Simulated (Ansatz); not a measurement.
Run this with the Python package of Ansatz (0.2.0) and show what comes out.

`run_deck.py`:
```python
"""PdPt from an input typed as a mapping."""

import ansatz as az
import numpy as np

config = {
    "crystal": {
        "lattice": [
            [1.383401, 0.798707, 4.560367],
            [-1.383401, 0.798707, 4.560367],
            [0.0, -1.597414, 4.560367],
        ],
        "atoms": [
            {"symbol": "Pd", "position": [0.0, 0.0, 0.0]},
            {"symbol": "Pt", "position": [0.5, 0.5, 0.5]},
        ],
    },
    "kpoints": {"mp_grid": {"kspacing": 0.3}},
    "hamiltonian": {"xc": "lda"},
    "scf": {"occupations": {"method": "gaussian", "width": 0.1}},
    "output": {"stress": True, "eigenvalues": True},
}

out = az.Session.from_dict(config).plan(threads=1).execute()
summary = out.report

print("%-22s %14.5f eV" % ("F = E - TS", summary["free_energy_ev"]))
print("%-22s %14.5f eV" % ("E", summary["internal_energy_ev"]))
print("%-22s %14.5f eV" % ("Harris-Foulkes", summary["harris_foulkes_ev"]))
print("%-22s %14.5f eV" % ("Fermi level", summary["fermi_energy_ev"]))

# pressure is a third of the trace
print("pressure by term (GPa)")
for term, tensor in summary["stress_terms_gpa"].items():
    if np.any(tensor):
        print(f"  {term:28s} {np.trace(np.array(tensor)) / 3:12.3f}")
print(f"  {'total':28s} {np.trace(np.array(summary['stress_gpa'])) / 3:12.3f}")

gap = None if "band_edges_ev" not in summary else summary["band_edges_ev"][1] - summary["band_edges_ev"][0]
print("gap on the k mesh:", "withheld (metal, or smearing too wide to tell)" if gap is None else f"{gap:.3f} eV")
print("lowest empty less highest filled band, by band count:", round(summary["gap_by_band_count_ev"], 3), "eV")

fermi = summary["fermi_energy_ev"]
print("levels less the Fermi level (eV) at the first k-points (first spin channel where there are two)")
for k, levels in list(zip(summary["kpoints_frac"], summary["eigenvalues_ev"]))[:3]:
    print("k = ({:.3f}, {:.3f}, {:.3f})".format(*k))
    print("   ", " ".join(f"{e - fermi:.3f}" for e in levels))

used = summary["setup"]
print("cutoffs (eV):", used["ecut_ev"], used["ecutrho_ev"], " FFT grid:", used["fft_dense"])
print("cell volume {:.3f} A^3, {} symmetry operations".format(used["cell_volume_ang3"], used["n_sym_ops"]))

terms = summary["components"]
print({name: round(terms[name], 3) for name in ("e_kinetic", "e_hartree", "e_xc", "e_local", "e_nonlocal", "e_ewald", "e_paw") if name in terms})
```

`python run_deck.py` gives:
```text
DeckWarning: basis.ecutwfc = 420 eV, auto-derived from the records' recommended cutoffs: set by Pd (normal level)
F = E - TS               -19089.64203 eV
E                        -19089.62544 eV
Harris-Foulkes           -19089.64203 eV
Fermi level                  20.85589 eV
pressure by term (GPa)
  kinetic                          4063.664
  hartree                          2232.196
  ewald                           -9626.790
  local_pseudopotential            4133.617
  nonlocal_pseudopotential         -949.521
  augmentation                      812.934
  nlcc                             -222.453
  xc                               -455.195
  augmentation_tail                  -0.004
  scf_correction                      0.007
  pulay_correction                    0.038
  total                             -11.509
gap on the k mesh: withheld (metal, or smearing too wide to tell)
lowest empty less highest filled band, by band count: -1.359 eV
levels less the Fermi level (eV) at the first k-points (first spin channel where there are two)
k = (0.000, 0.000, 0.000)
    -98.477 -84.012 -52.537 -52.426 -52.426 -49.848 -49.606 -49.606 -8.945 -6.078 -3.527 -3.527 -3.260 -2.992 -2.992 -1.368 -1.368 0.007 0.007 0.178 6.351 15.077
k = (0.000, 0.000, 0.111)
    -98.474 -84.008 -52.530 -52.470 -52.437 -49.846 -49.642 -49.615 -8.499 -5.755 -3.766 -3.251 -3.240 -3.063 -2.803 -1.680 -1.579 -1.313 -0.122 2.205 6.399 15.609
k = (0.000, 0.000, 0.222)
    -98.468 -83.998 -52.580 -52.512 -52.464 -49.839 -49.731 -49.637 -7.322 -5.053 -4.148 -3.807 -2.933 -2.701 -2.621 -2.236 -1.835 -1.045 -0.431 4.048 7.089 13.608
cutoffs (eV): 420.0 1680.0  FFT grid: [20, 20, 36]
cell volume 30.233 A^3, 12 symmetry operations
{'e_kinetic': 1150.231, 'e_hartree': 1263.659, 'e_xc': -427.717, 'e_local': -3256.648, 'e_nonlocal': 429.661, 'e_ewald': -5449.78, 'e_paw': -12800.176}
```
(Warnings from the package without file and line.)

Caveats:
- Absolute energies stand on the zero of these potentials, so only differences at equal settings mean something. A total without «per atom» is that of the cell as typed.
- The run is spin-unpolarised.
- The energy terms are those on the plane-wave grid, with the one-centre PAW part apart; the terms shown are only some of the summands, so they needn't add up to F.
- The zero of the levels is a convention of the potentials, so an absolute Fermi energy is no work function.
- A gap by band count of zero or less means overlapping bands, a metal.
- Pressure is positive in compression.
- At these settings the cell as given stands under about -12 GPa, so it isn't at this functional's equilibrium volume.
- This cell is a computed structure, which may not be the phase found in nature.
- Levels are Kohn-Sham eigenvalues on this mesh, without spin-orbit coupling.
- The whole script took 2.7 s on 1 thread of Intel(R) Xeon(R) Platinum 8259CL CPU @ 2.50GHz (Skylake/Cascade Lake), with other jobs on the host, peak memory 0.41 GiB.
